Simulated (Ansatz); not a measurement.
**FH₆NSi₂Zn: basis-set convergence**

Aim: see how fast density functionals converge with the basis set for FH₆NSi₂Zn.

Program: Ansatz 0.2.0, Gaussian basis. Level of theory: one geometry, several basis sets. These are calculated values, not measurements.

The runs, in order: PBE0-D4/def2-SVP; ωB97M-V/def2-SVP; PBE0-D4/def2-QZVPP; ωB97M-V/def2-QZVPP; the functionals' def2-TZVPP values are taken from earlier runs.

### Step 1. The geometry

All runs share one geometry, relaxed beforehand with PBE0-D4 in a triple-zeta def2 set.

SMILES `[F][Zn][N]([SiH3])[SiH3]`, 11 atoms, charge 0, spin multiplicity 1.

Atoms are counted from 1 here; the program's logs count them from 0.

Bond lengths: F1–Zn2 1.740 Å, Zn2–N3 1.813 Å, N3–Si4 1.727 Å, N3–Si5 1.727 Å, Si4–H6 1.489 Å, Si4–H7 1.489 Å, Si4–H8 1.490 Å, Si5–H9 1.490 Å, Si5–H10 1.489 Å, Si5–H11 1.489 Å. Angles: F1–Zn2–N3 180.0°, Zn2–N3–Si4 118.3°, Zn2–N3–Si5 118.3°, Si4–N3–Si5 123.4°, N3–Si4–H6 111.7°, N3–Si4–H7 111.7°, N3–Si4–H8 108.3°, H6–Si4–H7 107.7°, H6–Si4–H8 108.6°, H7–Si4–H8 108.6°, N3–Si5–H9 108.3°, N3–Si5–H10 111.7°, N3–Si5–H11 111.7°, H9–Si5–H10 108.6°, H9–Si5–H11 108.6°, H10–Si5–H11 107.7°.

Coordinates:

```
atom    x (Å)    y (Å)    z (Å)
  F1  -1.8260   2.9748   1.4564
 Zn2  -0.9846   1.6056   0.7880
  N3  -0.1075   0.1795   0.0921
 Si4  -0.3630  -1.3693   0.8125
 Si5   0.9390   0.4411  -1.2567
  H6  -0.9335  -2.3417  -0.1601
  H7   0.9039  -1.9464   1.3410
  H8  -1.3209  -1.2081   1.9430
  H9   0.9078   1.8913  -1.5999
 H10   0.5067  -0.3396  -2.4487
 H11   2.3435   0.0556  -0.9468
```

### Step 2. PBE0-D4 in def2-SVP

in.yaml

```yaml
crystal:
  periodic: [false, false, false]
  atoms:
    - {symbol: F, position_ang: [-1.825986, 2.974762, 1.456426]}
    - {symbol: Zn, position_ang: [-0.984616, 1.605640, 0.787962]}
    - {symbol: N, position_ang: [-0.107521, 0.179550, 0.092115]}
    - {symbol: Si, position_ang: [-0.362988, -1.369262, 0.812534]}
    - {symbol: Si, position_ang: [0.939010, 0.441149, -1.256745]}
    - {symbol: H, position_ang: [-0.933515, -2.341705, -0.160141]}
    - {symbol: H, position_ang: [0.903864, -1.946376, 1.340965]}
    - {symbol: H, position_ang: [-1.320942, -1.208118, 1.942974]}
    - {symbol: H, position_ang: [0.907830, 1.891263, -1.599863]}
    - {symbol: H, position_ang: [0.506691, -0.339603, -2.448705]}
    - {symbol: H, position_ang: [2.343472, 0.055600, -0.946823]}
basis:
  gaussian: {orbitals: def2-SVP}
hamiltonian: {xc: pbe0, dispersion: d4}
output: {orbitals: {seedname: orbitals}}
```

On the command line:

```bash
$ ansatz run in.yaml --threads 4 --pin off --events-out ev --progress --plain --max-ram 11315MiB
```

Further steps of the session: ωB97M-V in def2-SVP; PBE0-D4 in def2-QZVPP; ωB97M-V in def2-QZVPP.

Q: Predict the results of all the runs planned. Wanted: PBE0-D4: double and triple zeta above quadruple; ωB97M-V: double and triple zeta above quadruple.

The runs gave:

```
                                       quantity           value
PBE0-D4: double and triple zeta above quadruple  20.03, 2.06 eV
ωB97M-V: double and triple zeta above quadruple  20.13, 1.95 eV
```

In words: For PBE0-D4 the step from double to triple zeta gains 17.98 eV and the next only 2.06 eV. Total energies overstate the basis error of differences, where much of it tends to cancel.
